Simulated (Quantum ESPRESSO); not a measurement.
The system is HPbNO4.

```
H Pb N O
1.0
     3.85404    0.14384    0.09012
    -0.25320    5.52698    0.16471
    -0.48197   -1.92720    5.72025
H Pb N O
1 1 1 4
Direct
  0.10913 0.65718 0.54463
  0.61029 0.52127 0.15100
  0.91580 0.96263 0.95867
  0.01384 0.13639 0.88084
  0.72398 0.01057 0.12858
  0.00389 0.73732 0.87043
  0.11927 0.59324 0.37651
```

The cell was built by a generator and needn't be a form met in nature.

Base run:

```yaml
Program: Quantum ESPRESSO 7.5
Functional: RPBE
Potentials_or_basis: SG15 PBE 1.2
Cutoff: 1197 eV
Density_cutoff: 4789 eV
k_mesh: 4 × 3 × 3
Occupations: fermi-dirac, width 0.05 eV
Spin: no spin polarisation
```

Its results: band gap on the k mesh 3.21 eV, indirect (least direct gap 3.28 eV); pressure 1.6 GPa; largest force 0.422 eV/Å.

Question: The run is repeated on the same cell with these changes: functional from RPBE to AM05. What comes out?

Answer: Band gap on the k mesh 3.24 eV, indirect (least direct gap 3.32 eV); pressure -0.8 GPa; largest force 0.361 eV/Å.

AM05 binds more tightly than RPBE, so the same cell stands under less pressure.

Caveats: the potentials were made for another functional, which shifts forces and pressure; spin-orbit coupling is left out, which as a rule narrows the gap of such compounds by several tenths of an eV; the mesh misses the band edges, which the band path finds closer together.
